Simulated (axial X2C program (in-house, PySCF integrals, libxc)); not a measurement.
# CuK: properties at the nuclei

Wanted for CuK: properties at the nuclei, at the two-component level.

Method: two-component X2C with atomic mean-field terms, Cu dyall-cv3z, K dyall-cv3z; program: an in-house X2C program for linear molecules on PySCF integrals.

All values are calculated.

## (1) Input

task.json reads:

```json
{"zs": [29, 19], "q": 0, "bas": ["dyall-cv3z", "dyall-cv3z"], "r0": 3.08, "levels": ["PBE0", "HF", "B3LYP", "PBE", "TPSSh"], "nst": 3}
```

Keys: zs atomic numbers; q charge; bas basis sets; r0 starting distance in Å; levels methods (HF also brings MP2); nst determinants followed.

Started as:

```sh
$ python soeom.py task.json out
```

The runs that follow: Expectation values, lowest determinant; Expectation values, a higher determinant; Expectation values, a higher determinant.

**Question.** What will these runs give? Wanted: lowest determinant; qzz Cu; qzz K; μ; higher determinant; Eeff magnitude; Ws magnitude Cu; A∥/gI Cu (for each run or level that gives them).

As calculated:

| quantity | value |
| --- | --- |
| lowest determinant | Ω = 0 (closed shell) |
| qzz Cu (a.u.), PBE0 | 0.21 |
| qzz K (a.u.), PBE0 | -0.17 |
| μ (D), PBE0 | 7.45 |
| higher determinant | Ω = 1 (excess of +ω over −ω: 2 × ω = 1/2) |
| Eeff magnitude (GV/cm), PBE0, higher determinant | 0.0128 |
| Ws magnitude Cu (kHz), PBE0, higher determinant | 0.0183 |
| A∥/gI Cu (MHz), PBE0, higher determinant | 2080 |
| qzz Cu (a.u.), PBE0, higher determinant | -0.13 |
| higher determinant | Ω = 2 (excess of +ω over −ω: ω = 1/2, ω = 3/2) |
| Eeff magnitude (GV/cm), PBE0, higher determinant | 0.323 |
| Ws magnitude Cu (kHz), PBE0, higher determinant | 0.082 |
| A∥/gI Cu (MHz), PBE0, higher determinant | 891 |
| qzz Cu (a.u.), PBE0, higher determinant | 0.56 |

In words: The expectation values come from single determinants, which for open shells can mix terms of unlike spin or miss the lowest Ω, so a determinant need not be a state. Eeff is the effective electric field on the electron dipole moment in this Ω state and Ws the scalar–pseudoscalar constant (defined with the proton number Z and per Ω); A∥ is the parallel hyperfine constant, which follows by multiplying with the nuclear g factor gI = μI/(I μN); qzz is the electric field gradient, eQq0 = 234.96 MHz × Q/barn × qzz; μ is positive if K is the positive end. The operators were transformed with the bare-nucleus X2C matrices.
